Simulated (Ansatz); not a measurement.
**H₃NSTe (SMILES N[Te]S): one structure at several levels**

The task here is to estimate one member of a computed series from the others.

The runs use Ansatz 0.2.0, Gaussian basis; single points in def2-TZVPP.

Correlated methods freeze the cores. Filled d shells of the heavier atoms are correlated. Core potentials replace the inner electrons past krypton, and spin-orbit coupling is left out. B3LYP uses VWN-RPA correlation.

## Starting geometry

SMILES `N[Te]S`, 6 atoms, charge 0, spin multiplicity 1.

Atoms are counted from 1 here; the program's logs count them from 0.

Bond lengths: N1–Te2 2.195 Å, N1–H4 1.017 Å, N1–H5 1.063 Å, Te2–S3 2.438 Å, S3–H6 1.315 Å. Angles: Te2–N1–H4 112.3°, Te2–N1–H5 114.1°, H4–N1–H5 115.4°, N1–Te2–S3 94.7°, Te2–S3–H6 97.3°.

Geometry (Å):

```xyz
6
charge 0, multiplicity 1
N    -0.7316    0.3193   -1.0123
Te   -0.2500   -1.3245    0.3609
S     0.7963    0.1096    2.0316
H    -0.3034    0.1958   -1.9268
H    -1.7591    0.5905   -1.0221
H     2.0015    0.1257    1.5054
```

Set-up of the first run:

run/in.yaml

```yaml
crystal:
  periodic: [false, false, false]
  atoms:
    - {symbol: N, position_ang: [-0.731600, 0.319300, -1.012300]}
    - {symbol: Te, position_ang: [-0.250000, -1.324500, 0.360900]}
    - {symbol: S, position_ang: [0.796300, 0.109600, 2.031600]}
    - {symbol: H, position_ang: [-0.303400, 0.195800, -1.926800]}
    - {symbol: H, position_ang: [-1.759100, 0.590500, -1.022100]}
    - {symbol: H, position_ang: [2.001500, 0.125700, 1.505400]}
basis:
  gaussian: {orbitals: def2-TZVPP}
correlation: {method: ccsd_t}
output: {forces: true}
```

No record of the launch command was kept for these runs.

Steps of the session up to this table: CCSD(T)/def2-TZVPP; PBE0-D4/def2-TZVPP; wB97M-V/def2-TZVPP; r2SCAN-D4/def2-TZVPP; PBE-D4/def2-TZVPP; r2SCAN0-D4/def2-TZVPP; B3LYP-D4/def2-TZVPP.

One table of the session follows, with a row left open; its other results are not shown here.

```
    method  RMS force component (eV/Å)  angle to CCSD(T) forces (°)  dipole (D)
   CCSD(T)                       0.943                    reference        1.77
   PBE0-D4                       1.007                          5.0        1.82
   wB97M-V                           ?                            ?           ?
 r2SCAN-D4                       0.935                          4.0        1.80
    PBE-D4                       0.877                         11.8        1.75
r2SCAN0-D4                       1.047                          7.4        1.84
  B3LYP-D4                       0.895                          5.9        1.79
```

Estimate the missing values for wB97M-V.

The run gave: RMS force component (eV/Å): 1.029; angle to CCSD(T) forces (°): 6.3; dipole (D): 1.83. In the column «RMS force component (eV/Å)» it lies between PBE0-D4 (1.007) and r2SCAN0-D4 (1.047).
